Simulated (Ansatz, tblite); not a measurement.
**Ga10As10 zinc blende bond sphere (Ga10As10H30): removing and adding an electron**

What does removing or adding an electron cost or gain for Ga10As10 zinc blende bond sphere (Ga10As10H30)? Each charged state is run at several levels.

Program: Ansatz 0.2.0, Gaussian basis. Level of theory: as each input shows. These are calculated values, not measurements.

Levels to be run: charge +1 doublet, at the geometry of the singlet (PBE0-D4/def2-TZVP, PBE-D4/def2-TZVP, B97M-V/def2-TZVP); charge -1 doublet, at the geometry of the singlet (PBE0-D4/def2-TZVP, PBE-D4/def2-TZVP, B97M-V/def2-TZVP); the starting singlet's energies come from earlier runs.

1 further run of the same task is left out (set aside as unsound or not needed). Runs told in other sessions of the task aren't counted.

## (1) The structure

The geometry is that of the singlet, from an earlier relaxation (PBE-D4/def2-SVP).

50 atoms, charge 0, spin multiplicity 1.

Atoms are counted from 1 here; the program's logs count them from 0.

Bond lengths: Ga1–As11 2.496 Å, Ga1–As12 2.496 Å, Ga1–As13 2.465 Å, Ga1–H21 1.577 Å, Ga2–As11 2.553 Å, Ga2–As14 2.502 Å, Ga2–H22 1.572 Å, Ga2–H23 1.579 Å, Ga3–As13 2.465 Å, Ga3–As15 2.496 Å, Ga3–As16 2.496 Å, Ga3–H24 1.577 Å, Ga4–As14 2.502 Å, Ga4–As15 2.553 Å, Ga4–H25 1.579 Å, Ga4–H26 1.572 Å, Ga5–As12 2.553 Å, Ga5–As17 2.502 Å and more. Angles: As11–Ga1–As12 97.0°, As11–Ga1–As13 106.4°, As11–Ga1–H21 114.5°, As12–Ga1–As13 106.4°, As12–Ga1–H21 114.5°, As13–Ga1–H21 116.0°, As11–Ga2–As14 97.0°, As11–Ga2–H22 103.5°, As11–Ga2–H23 104.8°, As14–Ga2–H22 113.8°, As14–Ga2–H23 107.2°, H22–Ga2–H23 126.0°, As13–Ga3–As15 106.3°, As13–Ga3–As16 106.4°, As13–Ga3–H24 116.1°, As15–Ga3–As16 97.1°, As15–Ga3–H24 114.5°, As16–Ga3–H24 114.5° and more.

## (2) Charge +1 doublet at the fixed geometry, PBE0-D4/def2-TZVP

The input, in.yaml:

```yaml
crystal:
  periodic: [false, false, false]
  atoms:
    - {symbol: Ga, position_ang: [-2.205284, -2.207102, -0.593959]}
    - {symbol: Ga, position_ang: [-2.288323, 0.976523, -3.790855]}
    - {symbol: Ga, position_ang: [-2.205972, 0.590197, 2.201017]}
    - {symbol: Ga, position_ang: [-2.291844, 3.783303, -0.982658]}
    - {symbol: Ga, position_ang: [0.976860, -2.297333, -3.784891]}
    - {symbol: Ga, position_ang: [0.589584, -2.206731, 2.203381]}
    - {symbol: Ga, position_ang: [3.785163, -2.293088, -0.975884]}
    - {symbol: Ga, position_ang: [0.690296, 0.688090, -0.692513]}
    - {symbol: Ga, position_ang: [0.976480, 3.784845, 2.286874]}
    - {symbol: Ga, position_ang: [3.783876, 0.977374, 2.292757]}
    - {symbol: As, position_ang: [-3.372119, -0.735450, -2.237725]}
    - {symbol: As, position_ang: [-0.730842, -3.382817, -2.228725]}
    - {symbol: As, position_ang: [-0.736892, -0.738203, 0.733589]}
    - {symbol: As, position_ang: [-0.833249, 2.066730, -2.072019]}
    - {symbol: As, position_ang: [-3.377117, 2.226841, 0.725189]}
    - {symbol: As, position_ang: [-0.732917, 2.229749, 3.371736]}
    - {symbol: As, position_ang: [2.067817, -0.838827, -2.069422]}
    - {symbol: As, position_ang: [2.228461, -3.379336, 0.731059]}
    - {symbol: As, position_ang: [2.228614, -0.733585, 3.374785]}
    - {symbol: As, position_ang: [2.068479, 2.066341, 0.832606]}
    - {symbol: H, position_ang: [-3.160079, -3.156392, 0.227203]}
    - {symbol: H, position_ang: [-1.498033, 0.089411, -4.819951]}
    - {symbol: H, position_ang: [-3.443439, 1.994718, -4.138434]}
    - {symbol: H, position_ang: [-3.158496, -0.230044, 3.153369]}
    - {symbol: H, position_ang: [-3.444523, 4.132408, -2.003202]}
    - {symbol: H, position_ang: [-1.504590, 4.811767, -0.092197]}
    - {symbol: H, position_ang: [0.083984, -1.509642, -4.811129]}
    - {symbol: H, position_ang: [1.997722, -3.449111, -4.136145]}
    - {symbol: H, position_ang: [-0.232451, -3.157787, 3.155663]}
    - {symbol: H, position_ang: [4.139316, -3.445659, -1.994722]}
    - {symbol: H, position_ang: [4.809191, -1.502204, -0.083293]}
    - {symbol: H, position_ang: [0.086888, 4.812016, 1.496829]}
    - {symbol: H, position_ang: [1.995309, 4.135981, 3.440451]}
    - {symbol: H, position_ang: [4.814460, 0.088897, 1.505933]}
    - {symbol: H, position_ang: [4.129192, 1.997177, 3.447212]}
    - {symbol: H, position_ang: [-4.192460, -1.713317, -3.077126]}
    - {symbol: H, position_ang: [-4.554876, -0.136206, -1.482434]}
    - {symbol: H, position_ang: [-1.706654, -4.207425, -3.066258]}
    - {symbol: H, position_ang: [-0.131280, -4.561679, -1.467808]}
    - {symbol: H, position_ang: [0.140762, 2.900530, -2.904588]}
    - {symbol: H, position_ang: [-4.553521, 1.465540, 0.121116]}
    - {symbol: H, position_ang: [-4.206171, 3.062768, 1.698602]}
    - {symbol: H, position_ang: [-1.708699, 3.067442, 4.196215]}
    - {symbol: H, position_ang: [-0.131990, 1.471285, 4.551597]}
    - {symbol: H, position_ang: [2.901793, 0.132564, -2.904886]}
    - {symbol: H, position_ang: [1.469320, -4.558596, 0.129870]}
    - {symbol: H, position_ang: [3.065219, -4.203677, 1.707762]}
    - {symbol: H, position_ang: [3.065854, -1.710090, 4.198822]}
    - {symbol: H, position_ang: [1.469665, -0.133494, 4.554701]}
    - {symbol: H, position_ang: [2.903117, 2.899300, -0.140413]}
basis:
  gaussian: {orbitals: def2-TZVP, fitting: {mean_field: def2-universal-jkfit}}
total_charge: 1
magnetization: {spin_polarized: true, initial_magnetization: 1}
hamiltonian: {xc: pbe0, dispersion: d4}
scf: {omitted_lower_state_checks: [starts]}
output: {orbitals: {seedname: orbitals}}
```

The run is started by

```sh
$ ansatz run in.yaml --threads 11 --pin off --events-out ev --progress --plain --max-ram 110592MiB --backend cuda --devices 0, --max-vram 75GiB
```

The log of the run:

```text
Functional definition: PBE0
  name "PBE0"
  cite "Adamo & Barone, J. Chem. Phys. 110, 6158 (1999) doi:10.1063/1.478522"
  cite "Perdew, Burke & Ernzerhof, Phys. Rev. Lett. 77, 3865 (1996) doi:10.1103/PhysRevLett.77.3865"
  parent pbe
  parameter a = 0.25
  parameter kappa = 0.804
  parameter beta = 0.06672455060314922
  exchange = (1 - a)*pbe_x(kappa = kappa, mu = beta*pi^2/3) + a*exact_x
  correlation = pbe_c(beta = beta)
these checks for a lower state are left out or cut short: starts
5860 factors; integrals over basis functions are off by at most 6.2e-1 eV
mean field evaluation 1: about -1132538.2549 eV, gradient 5.1e1 eV
mean field evaluation 2: about -1132537.2165 eV, gradient 6.2e1 eV
mean field evaluation 4: about -1132543.4753 eV, gradient 7.0e0 eV
mean field evaluation 8: about -1132543.7929 eV, gradient 6.4e-1 eV
mean field evaluation 16: about -1132543.7998 eV, gradient 1.6e-2 eV
mean field evaluation 32: about -1132543.8006 eV, gradient 2.6e-5 eV
mean field -1132543.80056222 eV, -41620.2170049018 hartree, gradient 6.6e-6 eV, S^2 0.754878; 0 other end points of the search recorded, 0 dependent functions left out
reference -1132543.80064418 eV, -41620.2170079137 hartree; 335, 334 occupied and 805, 806 virtual orbitals, 5860 factors
Total energy: -1132547.50570541 eV, -41620.3531664025 hartree
Checks for a lower state left out: starts
```

Run time: 54 s. Hardware: 1 × H100 with 11 threads of AMD EPYC 7R13, shared host; peak host memory 2.1 GiB.

HOMO -9.82 eV, LUMO -8.94 eV (over both spins); ⟨S²⟩ 0.755 (pure: 0.75).

## (3) Charge +1 doublet at the fixed geometry, PBE-D4/def2-TZVP

start.molden holds the orbitals of an earlier run on this state, given as this run's starting guess.

in.yaml, as its differences from that of step 2:

```diff
@@ -54,6 +54,6 @@
 basis:
-  gaussian: {orbitals: def2-TZVP, fitting: {mean_field: def2-universal-jkfit}}
+  gaussian: {orbitals: def2-TZVP, fitting: {mean_field: def2-universal-jkfit}, initial_orbitals: start.molden}
 total_charge: 1
 magnetization: {spin_polarized: true, initial_magnetization: 1}
-hamiltonian: {xc: pbe0, dispersion: d4}
+hamiltonian: {xc: pbe, dispersion: d4}
 scf: {omitted_lower_state_checks: [starts]}
```

The command is unchanged.

The log of the run:

```text
Functional definition: PBE
  name "PBE"
  cite "Perdew, Burke & Ernzerhof, Phys. Rev. Lett. 77, 3865 (1996) doi:10.1103/PhysRevLett.77.3865"
  parent pbe
  parameter kappa = 0.804
  parameter beta = 0.06672455060314922
  exchange = pbe_x(kappa = kappa, mu = beta*pi^2/3)
  correlation = pbe_c(beta = beta)
these checks for a lower state are left out or cut short: starts
5860 factors; integrals over basis functions are off by at most 6.2e-1 eV
mean field evaluation 1: about -1132513.3132 eV, gradient 2.5e1 eV
mean field evaluation 2: about -1132514.3845 eV, gradient 1.3e0 eV
mean field evaluation 4: about -1132514.3968 eV, gradient 1.3e-1 eV
mean field evaluation 8: about -1132514.4019 eV, gradient 1.2e-1 eV
mean field evaluation 16: about -1132514.4022 eV, gradient 4.8e-4 eV
mean field -1132514.40217650 eV, -41619.1366341537 hartree, gradient 2.4e-6 eV, S^2 0.751075; 0 other end points of the search recorded, 0 dependent functions left out
reference -1132514.40228761 eV, -41619.1366382365 hartree; 335, 334 occupied and 805, 806 virtual orbitals, 5860 factors
Total energy: -1132518.43111619 eV, -41619.2846949563 hartree
Checks for a lower state left out: starts
```

It took 18 s on 1 × H100 with 11 threads of AMD EPYC 7R13, shared host; peak host memory 2 GiB.

Report: HOMO -8.86 eV, LUMO -8.90 eV (over both spins; with the spin held, an empty level of the minority spin lies below the top filled one); ⟨S²⟩ 0.751 (pure: 0.75).

## (4) Charge +1 doublet at the fixed geometry, B97M-V/def2-TZVP

in.yaml, as its differences from that of step 3:

```diff
@@ -57,3 +57,3 @@
 magnetization: {spin_polarized: true, initial_magnetization: 1}
-hamiltonian: {xc: pbe, dispersion: d4}
+hamiltonian: {xc: {name: B97M-V}}
 scf: {omitted_lower_state_checks: [starts]}
```

The command is unchanged.

The log of the run:

```text
Functional definition: B97M-V
  name "B97M-V"
  cite "Mardirossian & Head-Gordon, J. Chem. Phys. 142, 074111 (2015) doi:10.1063/1.4907719"
  cite "Becke, J. Chem. Phys. 107, 8554 (1997) doi:10.1063/1.475007"
  cite "Vydrov & Van Voorhis, J. Chem. Phys. 133, 244103 (2010) doi:10.1063/1.3521275"
  # Of w^i u^j: cxij and so on, Table III.
  parameter cx00 = 1.000
  parameter cx01 = 1.308
  parameter cx02 = 1.901
  parameter cx10 = 0.416
  parameter cx11 = 3.070
  parameter css00 = 1.000
  parameter css02 = -1.855
  parameter css10 = -5.668
  parameter css32 = -20.497
  parameter css42 = -20.364
  parameter cos00 = 1.000
  parameter cos01 = 1.573
  parameter cos03 = -6.298
  parameter cos10 = 2.535
  parameter cos32 = -6.427
  parameter b = 6.0
  parameter c = 0.01
  gx(w, u) = cx00 + cx01*u + cx02*u^2 + (cx10 + cx11*u)*w
  gss(w, u) = css00 + css02*u^2 + css10*w + (css32*w^3 + css42*w^4)*u^2
  gos(w, u) = cos00 + cos01*u + cos03*u^3 + cos10*w + cos32*w^3*u^2
  exchange = spin_sum(e_x_unif_s*gx(b97_w, b97_u_x))
  correlation = spin_sum(e_c_pw_mod_same_spin*gss(b97_w, b97_u_same))
      + integral(e_c_pw_mod_opposite_spin*gos(b97_w_opposite, b97_u_opposite)) + vv10(b, c)
these checks for a lower state are left out or cut short: starts
5860 factors; integrals over basis functions are off by at most 6.2e-1 eV
mean field evaluation 1: about -1132474.1845 eV, gradient 2.6e1 eV
mean field evaluation 2: about -1132475.2028 eV, gradient 9.8e-1 eV
mean field evaluation 4: about -1132475.2677 eV, gradient 2.0e-1 eV
mean field evaluation 8: about -1132475.2756 eV, gradient 1.1e-1 eV
mean field evaluation 16: about -1132475.2786 eV, gradient 2.2e-5 eV
mean field -1132475.27862155 eV, -41617.6988700279 hartree, gradient 1.9e-6 eV, S^2 0.751432; 0 other end points of the search recorded, 0 dependent functions left out
reference -1132475.27878511 eV, -41617.6988760388 hartree; 335, 334 occupied and 805, 806 virtual orbitals, 5860 factors
Total energy: -1132475.27878511 eV, -41617.6988760388 hartree
Checks for a lower state left out: starts
```

Run time: 29 s. Hardware: 1 × H100 with 11 threads of AMD EPYC 7R13, shared host; peak host memory 3.1 GiB.

HOMO -9.26 eV, LUMO -9.26 eV (over both spins); ⟨S²⟩ 0.751 (pure: 0.75).

## (5) Vertical ionisation energy

Charged state less starting state, singlet to doublet; the starting state's energies are those of its earlier runs.

```csv
level,vertical ionisation energy (eV),time
PBE-D4/def2-TZVP,+7.56,24 s
B97M-V/def2-TZVP,+7.86,38 s
PBE0-D4/def2-TZVP,+8.05,69 s
```

Times add the two runs; a level without a time comes out of a correlated run.

Beside −ε(HOMO) of the starting state:

```csv
level,−ε(HOMO) (eV),by difference (eV),mismatch (eV)
PBE-D4/def2-TZVP,6.04,7.56,-1.52
B97M-V/def2-TZVP,6.41,7.86,-1.45
PBE0-D4/def2-TZVP,7.01,8.05,-1.04
```

## (6) Charge -1 doublet at the fixed geometry, PBE0-D4/def2-TZVP

in.yaml, as its differences from that of step 4:

```diff
@@ -54,6 +54,6 @@
 basis:
-  gaussian: {orbitals: def2-TZVP, fitting: {mean_field: def2-universal-jkfit}, initial_orbitals: start.molden}
-total_charge: 1
+  gaussian: {orbitals: def2-TZVP, fitting: {mean_field: def2-universal-jkfit}}
+total_charge: -1
 magnetization: {spin_polarized: true, initial_magnetization: 1}
-hamiltonian: {xc: {name: B97M-V}}
+hamiltonian: {xc: pbe0, dispersion: d4}
 scf: {omitted_lower_state_checks: [starts]}
```

The command is unchanged.

The log of the run:

```text
Functional definition: PBE0
  name "PBE0"
  cite "Adamo & Barone, J. Chem. Phys. 110, 6158 (1999) doi:10.1063/1.478522"
  cite "Perdew, Burke & Ernzerhof, Phys. Rev. Lett. 77, 3865 (1996) doi:10.1103/PhysRevLett.77.3865"
  parent pbe
  parameter a = 0.25
  parameter kappa = 0.804
  parameter beta = 0.06672455060314922
  exchange = (1 - a)*pbe_x(kappa = kappa, mu = beta*pi^2/3) + a*exact_x
  correlation = pbe_c(beta = beta)
these checks for a lower state are left out or cut short: starts
5860 factors; integrals over basis functions are off by at most 6.2e-1 eV
mean field evaluation 1: about -1132544.8094 eV, gradient 5.7e1 eV
mean field evaluation 2: about -1132536.9763 eV, gradient 7.7e1 eV
mean field evaluation 4: about -1132552.3480 eV, gradient 5.9e0 eV
mean field evaluation 8: about -1132552.5351 eV, gradient 5.4e-1 eV
mean field evaluation 16: about -1132552.6004 eV, gradient 2.9e-2 eV
mean field evaluation 32: about -1132552.6005 eV, gradient 2.9e-5 eV
mean field -1132552.60048861 eV, -41620.5403962319 hartree, gradient 6.3e-6 eV, S^2 0.751861; 0 other end points of the search recorded, 0 dependent functions left out
reference -1132552.60057581 eV, -41620.5403994364 hartree; 336, 335 occupied and 804, 805 virtual orbitals, 5860 factors
Total energy: -1132556.45077901 eV, -41620.6818917941 hartree
Checks for a lower state left out: starts
```

Wall time 30 s (1 × H100 with 11 threads of AMD EPYC 7R13, shared host); peak host memory 2.1 GiB.

HOMO 0.08 eV, LUMO 1.05 eV (over both spins); ⟨S²⟩ 0.752 (pure: 0.75). Doubts: highest occupied level lies above zero.

## (7) Charge -1 doublet at the fixed geometry, PBE-D4/def2-TZVP

in.yaml, as its differences from that of step 6:

```diff
@@ -54,6 +54,6 @@
 basis:
-  gaussian: {orbitals: def2-TZVP, fitting: {mean_field: def2-universal-jkfit}}
+  gaussian: {orbitals: def2-TZVP, fitting: {mean_field: def2-universal-jkfit}, initial_orbitals: start.molden}
 total_charge: -1
 magnetization: {spin_polarized: true, initial_magnetization: 1}
-hamiltonian: {xc: pbe0, dispersion: d4}
+hamiltonian: {xc: pbe, dispersion: d4}
 scf: {omitted_lower_state_checks: [starts]}
```

Same command.

The log of the run:

```text
Functional definition: PBE
  name "PBE"
  cite "Perdew, Burke & Ernzerhof, Phys. Rev. Lett. 77, 3865 (1996) doi:10.1103/PhysRevLett.77.3865"
  parent pbe
  parameter kappa = 0.804
  parameter beta = 0.06672455060314922
  exchange = pbe_x(kappa = kappa, mu = beta*pi^2/3)
  correlation = pbe_c(beta = beta)
these checks for a lower state are left out or cut short: starts
5860 factors; integrals over basis functions are off by at most 6.2e-1 eV
mean field evaluation 1: about -1132521.9064 eV, gradient 2.5e1 eV
mean field evaluation 2: about -1132522.9782 eV, gradient 1.3e0 eV
mean field evaluation 4: about -1132522.9820 eV, gradient 8.5e-2 eV
mean field evaluation 8: about -1132522.9821 eV, gradient 2.6e-5 eV
mean field -1132522.98207531 eV, -41619.4519396190 hartree, gradient 4.7e-6 eV, S^2 0.750886; 0 other end points of the search recorded, 0 dependent functions left out
reference -1132522.98218962 eV, -41619.4519438200 hartree; 336, 335 occupied and 804, 805 virtual orbitals, 5860 factors
Total energy: -1132527.17097055 eV, -41619.6058786799 hartree
Checks for a lower state left out: starts
```

Run time: 12 s. Hardware: 1 × H100 with 11 threads of AMD EPYC 7R13, shared host; peak host memory 2 GiB.

From the report: HOMO 0.23 eV, LUMO 0.33 eV (over both spins); ⟨S²⟩ 0.751 (pure: 0.75). Doubts: highest occupied level lies above zero.

## (8) Charge -1 doublet at the fixed geometry, B97M-V/def2-TZVP

in.yaml, as its differences from that of step 7:

```diff
@@ -57,3 +57,3 @@
 magnetization: {spin_polarized: true, initial_magnetization: 1}
-hamiltonian: {xc: pbe, dispersion: d4}
+hamiltonian: {xc: {name: B97M-V}}
 scf: {omitted_lower_state_checks: [starts]}
```

Launched as before.

The log of the run:

```text
Functional definition: B97M-V
  name "B97M-V"
  cite "Mardirossian & Head-Gordon, J. Chem. Phys. 142, 074111 (2015) doi:10.1063/1.4907719"
  cite "Becke, J. Chem. Phys. 107, 8554 (1997) doi:10.1063/1.475007"
  cite "Vydrov & Van Voorhis, J. Chem. Phys. 133, 244103 (2010) doi:10.1063/1.3521275"
  # Of w^i u^j: cxij and so on, Table III.
  parameter cx00 = 1.000
  parameter cx01 = 1.308
  parameter cx02 = 1.901
  parameter cx10 = 0.416
  parameter cx11 = 3.070
  parameter css00 = 1.000
  parameter css02 = -1.855
  parameter css10 = -5.668
  parameter css32 = -20.497
  parameter css42 = -20.364
  parameter cos00 = 1.000
  parameter cos01 = 1.573
  parameter cos03 = -6.298
  parameter cos10 = 2.535
  parameter cos32 = -6.427
  parameter b = 6.0
  parameter c = 0.01
  gx(w, u) = cx00 + cx01*u + cx02*u^2 + (cx10 + cx11*u)*w
  gss(w, u) = css00 + css02*u^2 + css10*w + (css32*w^3 + css42*w^4)*u^2
  gos(w, u) = cos00 + cos01*u + cos03*u^3 + cos10*w + cos32*w^3*u^2
  exchange = spin_sum(e_x_unif_s*gx(b97_w, b97_u_x))
  correlation = spin_sum(e_c_pw_mod_same_spin*gss(b97_w, b97_u_same))
      + integral(e_c_pw_mod_opposite_spin*gos(b97_w_opposite, b97_u_opposite)) + vv10(b, c)
these checks for a lower state are left out or cut short: starts
5860 factors; integrals over basis functions are off by at most 6.2e-1 eV
mean field evaluation 1: about -1132483.1428 eV, gradient 2.6e1 eV
mean field evaluation 2: about -1132484.1925 eV, gradient 1.0e0 eV
mean field evaluation 4: about -1132484.2597 eV, gradient 1.8e-1 eV
mean field evaluation 8: about -1132484.2608 eV, gradient 7.8e-4 eV
mean field -1132484.26084481 eV, -41618.0289606445 hartree, gradient 9.8e-6 eV, S^2 0.751100; 0 other end points of the search recorded, 0 dependent functions left out
reference -1132484.26100930 eV, -41618.0289666892 hartree; 336, 335 occupied and 804, 805 virtual orbitals, 5860 factors
Total energy: -1132484.26100930 eV, -41618.0289666892 hartree
Checks for a lower state left out: starts
```

It took 18 s on 1 × H100 with 11 threads of AMD EPYC 7R13, shared host; peak host memory 3.1 GiB.

HOMO 0.22 eV, LUMO 0.42 eV (over both spins); ⟨S²⟩ 0.751 (pure: 0.75). Doubts: highest occupied level lies above zero.

## (9) Vertical electron affinity

Starting state less charged state (positive: the electron is bound), singlet to doublet; the starting state's energies are those of its earlier runs.

```csv
level,vertical electron affinity (eV),time
PBE-D4/def2-TZVP,+1.18,18 s
B97M-V/def2-TZVP,+1.12,28 s
PBE0-D4/def2-TZVP,+0.90,45 s
```

Times add the two runs; a level without a time comes out of a correlated run.

Beside −ε(LUMO) of the starting state:

```csv
level,−ε(LUMO) (eV),by difference (eV),mismatch (eV)
PBE-D4/def2-TZVP,2.42,1.18,+1.24
B97M-V/def2-TZVP,2.47,1.12,+1.35
PBE0-D4/def2-TZVP,1.73,0.90,+0.83
```

## (10) Outcome

```
                                            quantity                               value
vertical ionisation energy, functionals in def2-TZVP  7.56 (PBE-D4) to 8.05 eV (PBE0-D4)
vertical electron affinity, functionals in def2-TZVP  0.90 (PBE0-D4) to 1.18 eV (PBE-D4)
```

The vertical ionisation energy spans 7.56 to 8.05 eV over the functionals. −ε(HOMO) misses the level's own difference by -1.04 eV at best (PBE0-D4) and -1.52 eV at worst (PBE-D4). The vertical electron affinity spans 0.90 to 1.18 eV over the functionals. −ε(LUMO) misses the level's own difference by +0.83 eV at best (PBE0-D4) and +1.35 eV at worst (B97M-V).

The anion's highest level is positive in at least one run, so there the basis alone may hold the extra electron.
